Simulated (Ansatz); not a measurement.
The system is CuNi3.

```xyz
4
Lattice="1.3952 -1.9872 0.0000 1.3952 1.9872 0.0000 0.0000 0.0000 7.9349" Properties=species:S:1:pos:R:3 pbc="T T T"
Cu    0.0000    0.0000    0.0000
Ni    1.3952    0.0000    2.0209
Ni    0.0000    0.0000    3.9674
Ni    1.3952    0.0000    5.9140
```

The cell comes from a database or a generator and needn't be the stable form of this composition.

| Item | Value |
| --- | --- |
| Program | Ansatz 0.2.0 |
| Task | single point |
| Functional | PBEsol |
| Potentials or basis | all-electron LAPW, scalar-relativistic |
| Cutoff | 340 eV (chosen from the basis error) |
| Basis error allowed | 0.001 eV/atom |
| k mesh | 12 × 12 × 4 |
| Occupations | fermi-dirac, width 0.05 eV |
| Spin | collinear spin, ferromagnetic start |
| Starting moments | [0.6, 1.0, 1.0, 1.0] μB |

On this cell: pressure -6.3 GPa; largest force 0.015 eV/Å; net moment 1.32 μB per cell; site moments Cu +0.02; Ni +0.41, +0.53 μB; band gap on the k mesh none (metal or under the smearing width).

The same run follows on a disturbed copy (atoms moved at random, drawn with an rms of 0.05 Å):

```
Cu Ni
1.0
     1.39521   -1.98715    0.00000
     1.39521    1.98715    0.00000
     0.00000    0.00000    7.93489
Cu Ni
1 3
Cartesian
  -0.0144 0.0100 0.0070
  1.4387 0.0250 1.9984
  0.0554 -0.0370 3.9190
  1.3733 0.0379 5.9088
```

What does the disturbed cell give?

The energy (extrapolated to zero smearing) moves by +4.4 meV/atom; pressure -6.1 GPa; largest force 0.376 eV/Å; net moment 1.32 μB per cell; site moments Cu +0.02; Ni +0.41, +0.54, +0.42 μB; band gap on the k mesh none (metal or under the smearing width).

Forces on the atoms (eV/Å):
```
Cu   0.116  0.001 -0.218
Ni  -0.093  0.021  0.037
Ni  -0.185 -0.046  0.323
Ni   0.162  0.024 -0.142
```

Stress tensor (GPa, compression positive):
```
-6.97  0.04 -0.08
 0.04 -6.18  0.00
-0.08  0.00 -5.17
```
